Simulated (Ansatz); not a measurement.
**AlBrH₄OSSi: up Jacob's ladder to CCSD(T)**

The task here is to estimate one member of a computed series from the others.

Program: Ansatz 0.2.0, Gaussian basis. Level of theory: functionals in def2-TZVPP, the program's frozen cores in correlated methods. These are calculated values, not measurements.

Plan: LDA (SPW92), PBE-D4, revPBE-D4, BLYP-D4, r2SCAN-D4, B97M-V, PBE0-D4, B3LYP-D4, r2SCANh-D4, r2SCAN0-D4, HSE06-D4, BHLYP-D4, CAM-B3LYP-D4, LC-ωPBE, ωB97X-V, ωB97M-V, B2PLYP, PBE-QIDH; CCSD(T)/def2-SVP; CCSD(T)/def2-TZVPP; MP2/def2-QZVPP; extrapolation to the limit; RPA on PBE.

## Structure used throughout

An earlier PBE0-D4 in a triple-zeta def2 set relaxation fixed the geometry.

9 atoms, charge 0, spin multiplicity 1.

Atoms are counted from 1 here; the program's logs count them from 0.

Bond lengths: Si1–O2 1.630 Å, Si1–H6 1.486 Å, Si1–H7 1.486 Å, Si1–H8 1.486 Å, O2–Al3 1.669 Å, Al3–S4 2.161 Å, Al3–Br5 2.239 Å, S4–H9 1.345 Å. Angles: O2–Si1–H6 110.3°, O2–Si1–H7 109.9°, O2–Si1–H8 109.2°, H6–Si1–H7 109.2°, H6–Si1–H8 109.1°, H7–Si1–H8 109.1°, Si1–O2–Al3 163.8°, O2–Al3–S4 120.8°, O2–Al3–Br5 120.6°, S4–Al3–Br5 118.7°, Al3–S4–H9 91.9°.

Geometry (Å):

```mol
AlBrH4OSSi
  3D, bonds by distance, orders not assigned

  9  8  0  0  0  0  0  0  0  0999 V2000
    1.4991   -0.1517    0.9338 Si  0  0
    0.1204   -0.0209    0.0738 O   0  0
   -1.2065    0.5706   -0.7479 Al  0  0
   -2.6134   -0.7732   -1.6895 S   0  0
   -1.5635    2.7762   -0.8960 Br  0  0
    2.5162    0.8046    0.4246 H   0  0
    1.2301    0.1374    2.3663 H   0  0
    2.0251   -1.5352    0.8065 H   0  0
   -1.9191   -1.8539   -1.2890 H   0  0
  1  2  8  0
  2  3  8  0
  3  4  8  0
  3  5  8  0
  1  6  8  0
  1  7  8  0
  1  8  8  0
  4  9  8  0
M  END
```

The first run:

Input file in.yaml:

```yaml
crystal:
  periodic: [false, false, false]
  atoms:
    - {symbol: Si, position_ang: [1.499060, -0.151693, 0.933844]}
    - {symbol: O, position_ang: [0.120352, -0.020918, 0.073838]}
    - {symbol: Al, position_ang: [-1.206523, 0.570581, -0.747873]}
    - {symbol: S, position_ang: [-2.613414, -0.773227, -1.689534]}
    - {symbol: Br, position_ang: [-1.563454, 2.776234, -0.895982]}
    - {symbol: H, position_ang: [2.516235, 0.804566, 0.424611]}
    - {symbol: H, position_ang: [1.230061, 0.137390, 2.366342]}
    - {symbol: H, position_ang: [2.025135, -1.535214, 0.806542]}
    - {symbol: H, position_ang: [-1.919150, -1.853920, -1.288988]}
basis:
  gaussian: {orbitals: def2-TZVPP}
hamiltonian: {xc: lda}
output: {orbitals: {seedname: orbitals}}
```

On the command line:

```console
$ ansatz run in.yaml --threads 4 --pin off --events-out ev --progress --plain --max-ram 10444MiB
```

Among the steps run: LDA; PBE-D4 (GGA); revPBE-D4 (GGA); BLYP-D4 (GGA); r2SCAN-D4 (meta-GGA); B97M-V (meta-GGA); B3LYP-D4 (hybrid); r2SCANh-D4 (hybrid); r2SCAN0-D4 (hybrid); HSE06-D4 (hybrid); BHLYP-D4 (hybrid); CAM-B3LYP-D4 (range-separated); LC-ωPBE (range-separated); ωB97X-V (range-separated); ωB97M-V (range-separated); B2PLYP (double hybrid); PBE-QIDH (double hybrid).

One table of the session follows, with a row left open; its other results are not shown here.

It belongs to the step «Orbital energies across the functionals». 

```
  functional  HOMO (eV)  gap (eV)
 LDA (SPW92)      -6.96      4.85
      PBE-D4      -6.83      5.00
   revPBE-D4      -6.78      5.09
     BLYP-D4      -6.63      4.91
   r2SCAN-D4      -7.13      5.71
      B97M-V      -7.19      5.59
     PBE0-D4      -8.05      7.06
    B3LYP-D4      -7.77      6.54
  r2SCANh-D4      -7.58      6.42
  r2SCAN0-D4      -8.25      7.48
    HSE06-D4      -7.65      6.29
    BHLYP-D4      -9.09      8.92
CAM-B3LYP-D4      -9.35      9.29
     LC-ωPBE     -10.79     11.95
     ωB97X-V     -10.41     11.37
     ωB97M-V          ?         ?
```

Estimate the missing values for ωB97M-V.

**Answer.** HOMO (eV): -10.24; gap (eV): 10.90. In the column «HOMO (eV)» it lies between ωB97X-V (-10.41) and CAM-B3LYP-D4 (-9.35).
